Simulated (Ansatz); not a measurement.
# NiMoIrPdW (P3m1) in Ansatz: notebook, part 2 of 2

Ansatz 0.2.0. Earlier steps stand in the parts before.

### 3 Relaxation of cell and atoms, revPBE, collinear spin, ferromagnetic start

Contents of input.yaml:

```yaml
crystal:
  lattice:
    - [2.77046, 0.0, 0.0]
    - [-1.38523, 2.39928, 0.0]
    - [0.0, 0.0, 21.88122]
  atoms:
    - { symbol: Ni, position: [0.33333, 0.66667, 0.04433], spin: 1.0 }
    - { symbol: Ni, position: [0.66667, 0.33333, 0.95562], spin: 1.0 }
    - { symbol: Mo, position: [0.66667, 0.33333, 0.3427], spin: 1.0 }
    - { symbol: Mo, position: [0.66667, 0.33333, 0.7632], spin: 1.0 }
    - { symbol: Pd, position: [0.33333, 0.66667, 0.44768] }
    - { symbol: Pd, position: [0.33333, 0.66667, 0.65723] }
    - { symbol: Ir, position: [0.33333, 0.66667, 0.23988], spin: 0.6 }
    - { symbol: Ir, position: [0.33333, 0.66667, 0.8605], spin: 0.6 }
    - { symbol: W, position: [0.66667, 0.33333, 0.13646] }
    - { symbol: W, position: [0.66667, 0.33333, 0.5524] }
hamiltonian:
  xc: revpbe
  pseudopotentials: { kind: paw }
magnetization:
  spin_polarized: true
kpoints:
  mp_grid: { grid: [8, 8, 1] }
scf:
  occupations: { method: fermi_dirac, width: 0.05 }
output:
  forces: true
  stress: true
  eigenvalues: true
relax:
  f_tol: 0.01
  max_steps: 40
  cell: { stress_tol: 0.05 }
```

Potentials or basis: Ansatz PAW.

Run with:

```
> ansatz run input.yaml --threads 8 --pin off --max-ram 20480MiB --backend cpu --events-out ev --progress --plain --runs-dir out
```

What it wrote:

```text
Warning: the atoms were moved onto the symmetric positions of the space group found under crystal.symmetry.tolerance 1.0e-5 (fractional; no operation is sought that the atoms, as they stand in a round, miss by more than twice it, and no atom is moved by as much as it), and the run uses the moved positions. Before a round's move an operation carried an atom to 2.77e-5 Å from where it should land, the largest such distance. Atom 0 (counting from 0) moved farthest, by 1.60e-5 Å; the longest move in fractions of the cell, of whichever atom, is 0.47 of the tolerance, in 1 round. To run the atoms as typed, lower crystal.symmetry.tolerance until the operations that they miss are no longer found, or set crystal.symmetry.detect: false (a key that needs symmetry detection or time reversal refuses this as the deck is read). The positions used, in the order of the run's atom list: position: [0.3333333333333333, 0.6666666666666666, 0.04433]; position: [0.6666666666666666, 0.3333333333333333, 0.95562]; position: [0.6666666666666666, 0.3333333333333333, 0.3427]; position: [0.6666666666666666, 0.3333333333333333, 0.7632]; position: [0.3333333333333333, 0.6666666666666666, 0.44768]; position: [0.3333333333333333, 0.6666666666666666, 0.65723]; position: [0.3333333333333333, 0.6666666666666666, 0.23988]; position: [0.3333333333333333, 0.6666666666666666, 0.8605]; position: [0.6666666666666666, 0.3333333333333333, 0.13646]; position: [0.6666666666666666, 0.3333333333333333, 0.5524]; The lattice was moved too: crystal.lattice keeps the space group found at crystal.symmetry.tolerance 1.0e-5 only nearly: the operation that it misses by the most changes a squared length by the fraction 6.31e-6. The run uses the lattice that is a stretch of the typed one, with no rotation, onto the one that keeps every operation to a double's rounding (on a very oblique basis the stretch itself rounds by more); the deck's lattice vector that moved farthest moved by 5.05e-6 Å. To run the lattice as typed, set crystal.symmetry.tolerance under 6.30e-6, the least fraction by which an operation that the lattice misses changes a squared length (the same key also sets how far an atom may lie from its image, so lowering it can lose operations that the atoms keep only within it), or set crystal.symmetry.detect: false, as for the atoms. crystal.lattice made exact, in Å and degrees: [[2.770454953865881, 0.0, 0.0], [-1.3852274769329405, 2.399284370088298, 0.0], [0.0, 0.0, 21.88122]]. Pasted over the deck's crystal.lattice, beside positions in fractional coordinates, it runs the same cell (given as lengths and angles, that cell in the form's own orientation, a rigid turn of the misfit's size from the one run here, for which a checkpoint.post_process_only pass over this run's state can be refused: where this run relaxes nothing, give such a pass this deck's own crystal.lattice, as typed; behind a relaxation, as crystal.lattice, the state's own cell, identity.cell in its checkpoint.json), and a matrix so pasted ends this notice, except on a very skew basis of the lattice, where the rounding of the pasted numbers themselves can read as a misfit: the cell is then moved again, and that move is told again. The lattice as run is in this notice's lattice.as_run_ang field (Run.prep()["deck_notices"] in Python, the deck_notice line of an events file, deck_notices of ansatz run --dry-run=json, or deck_notices in record.json in the deck's checkpoint.write directory).
Warning: RAYON_NUM_THREADS=8 ignored (pool sized by the plan → 8); use --threads N
Engine: ansatz 0.2.0, aarch64-unknown-linux-gnu
Pseudopotentials: kind: paw
Pseudopotential: Ni, paw, valence charge 18, recommended cutoff 420 eV (normal), Ni.paw.azcp
Pseudopotential: Mo, paw, valence charge 14, recommended cutoff 420 eV (normal), Mo.paw.azcp
Pseudopotential: Pd, paw, valence charge 18, recommended cutoff 420 eV (normal), Pd.paw.azcp
[... 256 lines left out ...]
--- Relaxed structure (5 steps of the walk, 4 accepted, 1 SCFs on fresh bases) ---
  F+E_penalty+E_count = -80242.78023939 eV   max|allowed force component| = 5.961e-3 eV/Å   (the final SCF, on the basis selected at the relaxed cell)
  cell:  # Å, volume = 147.1693 Å³
    - [2.777864721654472, 5.484329870679896e-19, -1.8714016034880105e-18]
    - [-1.388932360827236, 2.4057014172293614, 9.357008017440045e-19]
    - [-1.4780442517982282e-17, 3.2053138448323375e-33, 22.02239279420553]
  atoms:
    - { symbol: Ni, position: [0.33333333333333337, 0.6666666666666667, 0.04506766961064236] }
    - { symbol: Ni, position: [0.6666666666666667, 0.33333333333333337, 0.9555974222662332] }
    - { symbol: Mo, position: [0.6666666666666667, 0.33333333333333337, 0.3418413165134743] }
    - { symbol: Mo, position: [0.6666666666666667, 0.33333333333333337, 0.7631448799033883] }
    - { symbol: Pd, position: [0.33333333333333337, 0.6666666666666667, 0.447237821070091] }
    - { symbol: Pd, position: [0.33333333333333337, 0.6666666666666667, 0.6570436670337609] }
    - { symbol: Ir, position: [0.33333333333333337, 0.6666666666666667, 0.24001589423648345] }
    - { symbol: Ir, position: [0.33333333333333337, 0.6666666666666667, 0.8605199922426922] }
    - { symbol: W, position: [0.6666666666666667, 0.33333333333333337, 0.13735332406527498] }
    - { symbol: W, position: [0.6666666666666667, 0.33333333333333337, 0.5521780130579598] }
```

It took 70 s on 8 threads of Arm Neoverse V1, shared host; peak memory 1.1 GiB.

Results:

```
Free energy                            : -80242.7802 eV
Relaxed volume                         : 14.72 Å³/atom
Relaxed cell                           : a = 2.778 Å, b = 2.778 Å, c = 22.022 Å, α = 90.00°, β = 90.00°, γ = 120.00°
Space group after relaxing (to 0.05 Å) : P3m1 (No. 156)
Energy gained by relaxing              : 1.9 meV/atom
Ionic steps                            : 5
Pressure after relaxing                : 0.0 GPa
Largest force after relaxing           : 0.006 eV/Å
Band gap on the k mesh                 : none (metal or under the smearing width)
Net moment                             : 0.00 μB per cell
Absolute moment                        : 0.00 μB per cell
```

Forces on the atoms (eV/Å):
```
Ni   0.000  0.000 -0.006
Ni   0.000  0.000  0.003
Mo   0.000  0.000  0.000
Mo   0.000  0.000  0.002
Pd   0.000  0.000  0.001
Pd   0.000  0.000 -0.002
Ir   0.000  0.000  0.000
Ir   0.000  0.000 -0.001
W    0.000  0.000  0.003
W    0.000  0.000  0.000
```

The path:
```tsv
step	energy change (eV)	largest force (eV/Å)	volume (Å³)
1	0.0000	0.1813	145.45
2	-0.0171	0.0657	147.11
3	-0.0177	0.0493	147.15
4	-0.0180	0.0060	147.17
5	-0.0189	0.0060	147.17
```

Final structure:
```
Ni Mo Pd Ir W
1.0
     2.77786    0.00000    0.00000
    -1.38893    2.40570    0.00000
     0.00000    0.00000   22.02239
Ni Mo Pd Ir W
2 2 2 2 2
Cartesian
  0.0000 1.6038 0.9925
  1.3889 0.8019 21.0445
  1.3889 0.8019 7.5282
  1.3889 0.8019 16.8063
  0.0000 1.6038 9.8492
  0.0000 1.6038 14.4697
  0.0000 1.6038 5.2857
  0.0000 1.6038 18.9507
  1.3889 0.8019 3.0248
  1.3889 0.8019 12.1603
```

Caveat: the plane-wave basis is chosen anew once the cell has moved, so the energies of steps on either side of that aren't comparable; the PAW data sets come from PBE, with cores solved anew for the run's functional, which leaves a small shift of forces and pressure; the starting moments weren't kept.

### 4 Single point, B3LYP, collinear spin, ferromagnetic start

Edit input.yaml of step 3 so:

```diff
@@ -17,3 +17,3 @@
 hamiltonian:
-  xc: revpbe
+  xc: b3lyp
   pseudopotentials: { kind: paw }
@@ -22,3 +22,3 @@
 kpoints:
-  mp_grid: { grid: [8, 8, 1] }
+  mp_grid: { grid: [5, 5, 1] }
 scf:
@@ -29,5 +29,5 @@
   eigenvalues: true
-relax:
-  f_tol: 0.01
-  max_steps: 40
-  cell: { stress_tol: 0.05 }
+  write_density: true
+  write_potential: true
+  elf: true
+  volumetric_format: npy
```

Run with:

```
> ansatz run input.yaml --threads 8 --pin off --max-ram 20480MiB --backend cpu --events-out ev --progress --plain --runs-dir out
```

Wall time 8.5 min (8 threads of Arm Neoverse V1, shared host); peak memory 2.7 GiB.

Results (log left out):

| Property | Result |
| --- | --- |
| Free energy | -80286.1920 eV |
| Pressure | 3.5 GPa |
| Largest force | 0.601 eV/Å |
| Band gap on the k mesh | none (metal or under the smearing width) |
| Net moment | 1.04 μB per cell |
| Absolute moment | 1.80 μB per cell |
| Site moments | Ni +0.35, +0.93; Mo -0.08, +0.01; Pd -0.02, -0.01; Ir -0.06, +0.06; W +0.00, -0.03 μB |

Forces on the atoms (eV/Å):
```
Ni   0.000  0.000 -0.043
Ni   0.000  0.000  0.596
Mo   0.000  0.000  0.255
Mo   0.000  0.000 -0.601
Pd   0.000  0.000  0.015
Pd   0.000  0.000 -0.118
Ir   0.000  0.000 -0.149
Ir   0.000  0.000  0.082
W    0.000  0.000 -0.121
W    0.000  0.000  0.085
```

Stress tensor (GPa, compression positive):
```
1.99 0.00 0.00
0.00 1.99 0.00
0.00 0.00 6.58
```

Levels at points of the mesh, in eV from the Fermi level:
Spin up:
| k point | band 81 | band 82 | band 83 | band 84 | band 85 | band 86 |
| --- | --- | --- | --- | --- | --- | --- |
| (0.00, 0.00, 0.00) | -2.30 | -1.02 | -0.78 | -0.78 | -0.58 | -0.47 |
Spin down:
| k point | band 79 | band 80 | band 81 | band 82 | band 83 | band 84 | band 85 | band 86 |
| --- | --- | --- | --- | --- | --- | --- | --- | --- |
| (0.00, 0.00, 0.00) | -1.90 | -1.86 | -1.06 | -0.82 | -0.82 | -0.63 | -0.45 | -0.45 |

Caveat: the k mesh is coarse (spacing up to 0.52 Å⁻¹), so the values aren't converged, least of all with exact exchange; the magnetic or orbital state may not be the lowest; the PAW data sets come from PBE, with cores solved anew for the run's functional, which leaves a small shift of forces and pressure; the thresholds are loose for stress.

### 5 Overview

| task | level | cell | k mesh | cutoff (eV) | mesh quality | gap on the mesh (eV) | pressure (GPa) | moment (μB) | relaxed volume (Å³/atom) | largest force (eV/Å) |
| --- | --- | --- | --- | --- | --- | --- | --- | --- | --- | --- |
| relaxation of cell and atoms | r2SCAN+D4 | relaxed | 8 × 8 × 1 | 500 | not flagged | none | 0.0 | 0.61 | 14.15 | 0.01 |
| relaxation of cell and atoms | revPBE | relaxed | 8 × 8 × 1 | 420 | not flagged | none | 0.0 | 0.00 | 14.72 | 0.01 |
| single point | B3LYP | as given | 5 × 5 × 1 | 420 | coarse | none | 3.5 | 1.04 | - | 0.60 |

Alike in all rows: potentials or basis Ansatz PAW; spin collinear, ferromagnetic start; smearing fermi-dirac 0.05 eV.

Caveats: some runs use coarse meshes; the PAW data sets come from PBE, with cores solved anew for the run's functional, which leaves a small shift of forces and pressure; the magnetic or orbital state may not be the lowest (some runs); the plane-wave basis is chosen anew once the cell has moved, so the energies of steps on either side of that aren't comparable (some runs); pairwise dispersion overbinds metals, which lowers pressure and volume (some runs); the starting moments weren't kept (some runs); the thresholds are loose for stress (some runs).

Total energies depend on the potentials used, so only differences within one code and one set of settings carry meaning.
